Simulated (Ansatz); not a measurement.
**AlClH₄OSSi: up Jacob's ladder to CCSD(T)**

One table from this session's results is given with a row withheld; the runs are named, their logs left out.

Program: Ansatz 0.2.0, Gaussian basis. Level of theory: functionals in def2-TZVPP, the program's frozen cores in correlated methods. These are calculated values, not measurements.

Levels to be run: LDA (SPW92), PBE-D4, revPBE-D4, BLYP-D4, r2SCAN-D4, B97M-V, PBE0-D4, B3LYP-D4, r2SCANh-D4, r2SCAN0-D4, HSE06-D4, BHLYP-D4, CAM-B3LYP-D4, LC-ωPBE, ωB97X-V, ωB97M-V, B2PLYP, PBE-QIDH; CCSD(T)/def2-SVP; CCSD(T)/def2-TZVPP; MP2/def2-QZVPP; extrapolation to the limit; RPA on PBE.

## Structure used throughout

An earlier PBE0-D4 in a triple-zeta def2 set relaxation fixed the geometry.

SMILES `[SiH3][O][Al]([SH])[Cl]`, 9 atoms, charge 0, spin multiplicity 1.

Atoms are counted from 1 here; the program's logs count them from 0.

Bond lengths: Si1–O2 1.629 Å, Si1–H6 1.486 Å, Si1–H7 1.486 Å, Si1–H8 1.486 Å, O2–Al3 1.668 Å, Al3–S4 2.161 Å, Al3–Cl5 2.081 Å, S4–H9 1.345 Å. Angles: O2–Si1–H6 110.2°, O2–Si1–H7 109.3°, O2–Si1–H8 109.9°, H6–Si1–H7 109.1°, H6–Si1–H8 109.2°, H7–Si1–H8 109.1°, Si1–O2–Al3 165.9°, O2–Al3–S4 120.9°, O2–Al3–Cl5 120.6°, S4–Al3–Cl5 118.4°, Al3–S4–H9 92.0°.

Geometry (Å):

| atom | x (Å) | y (Å) | z (Å) |
| --- | --- | --- | --- |
| Si1 | -1.7492 | -0.0326 | 0.0685 |
| O2 | -0.1228 | 0.0376 | -0.0007 |
| Al3 | 1.4749 | 0.5127 | -0.0688 |
| S4 | 3.0669 | -0.9475 | -0.1081 |
| Cl5 | 1.9797 | 2.5313 | -0.1174 |
| H6 | -2.3449 | 0.8129 | -0.9985 |
| H7 | -2.1884 | -1.4389 | -0.1238 |
| H8 | -2.2209 | 0.4475 | 1.3934 |
| H9 | 2.1932 | -1.9693 | -0.0617 |

The first run:

Contents of in.yaml:

```yaml
crystal:
  periodic: [false, false, false]
  atoms:
    - {symbol: Si, position_ang: [-1.749216, -0.032585, 0.068496]}
    - {symbol: O, position_ang: [-0.122769, 0.037633, -0.000707]}
    - {symbol: Al, position_ang: [1.474860, 0.512683, -0.068778]}
    - {symbol: S, position_ang: [3.066885, -0.947539, -0.108119]}
    - {symbol: Cl, position_ang: [1.979671, 2.531337, -0.117370]}
    - {symbol: H, position_ang: [-2.344868, 0.812917, -0.998549]}
    - {symbol: H, position_ang: [-2.188356, -1.438913, -0.123777]}
    - {symbol: H, position_ang: [-2.220858, 0.447499, 1.393365]}
    - {symbol: H, position_ang: [2.193151, -1.969334, -0.061661]}
basis:
  gaussian: {orbitals: def2-TZVPP}
hamiltonian: {xc: lda}
output: {orbitals: {seedname: orbitals}}
```

Steps of the session up to this table: LDA; PBE-D4 (GGA); revPBE-D4 (GGA); BLYP-D4 (GGA); r2SCAN-D4 (meta-GGA); B97M-V (meta-GGA); PBE0-D4 (hybrid); B3LYP-D4 (hybrid); r2SCANh-D4 (hybrid); r2SCAN0-D4 (hybrid); HSE06-D4 (hybrid); BHLYP-D4 (hybrid); CAM-B3LYP-D4 (range-separated); LC-ωPBE-D4 (range-separated; the results give it without D4); ωB97X-V (range-separated); ωB97M-V (range-separated); B2PLYP (double hybrid); PBE-QIDH (double hybrid).

One table of the session follows, with a row left open; its other results are not shown here.

It belongs to the step «Frontier levels by functional». 

| functional | HOMO (eV) | gap (eV) |
| --- | --- | --- |
| LDA (SPW92) | -6.97 | 4.94 |
| PBE-D4 | -6.84 | 5.08 |
| revPBE-D4 | -6.79 | 5.18 |
| BLYP-D4 | -6.64 | 4.99 |
| r2SCAN-D4 | -7.14 | 5.80 |
| B97M-V | -7.20 | 5.65 |
| PBE0-D4 | -8.07 | 7.15 |
| B3LYP-D4 | -7.79 | 6.63 |
| r2SCANh-D4 | -7.58 | 6.52 |
| r2SCAN0-D4 | ? | ? |
| HSE06-D4 | -7.66 | 6.38 |
| BHLYP-D4 | -9.11 | 9.01 |
| CAM-B3LYP-D4 | -9.36 | 9.38 |
| LC-ωPBE | -10.81 | 12.06 |
| ωB97X-V | -10.43 | 11.47 |
| ωB97M-V | -10.25 | 10.99 |

**Question.** Estimate the row for r2SCAN0-D4.

Worked estimate for «HOMO (eV)». Against the share of exact exchange, r2SCAN-D4 (0, -7.14), r2SCANh-D4 (0.1, -7.58) give a slope of -4.40 per unit share; at 0.25 the line stands at -8.24.

**Answer.** HOMO (eV): -8.26; gap (eV): 7.58. In «HOMO (eV)» the line misses by +0.02.
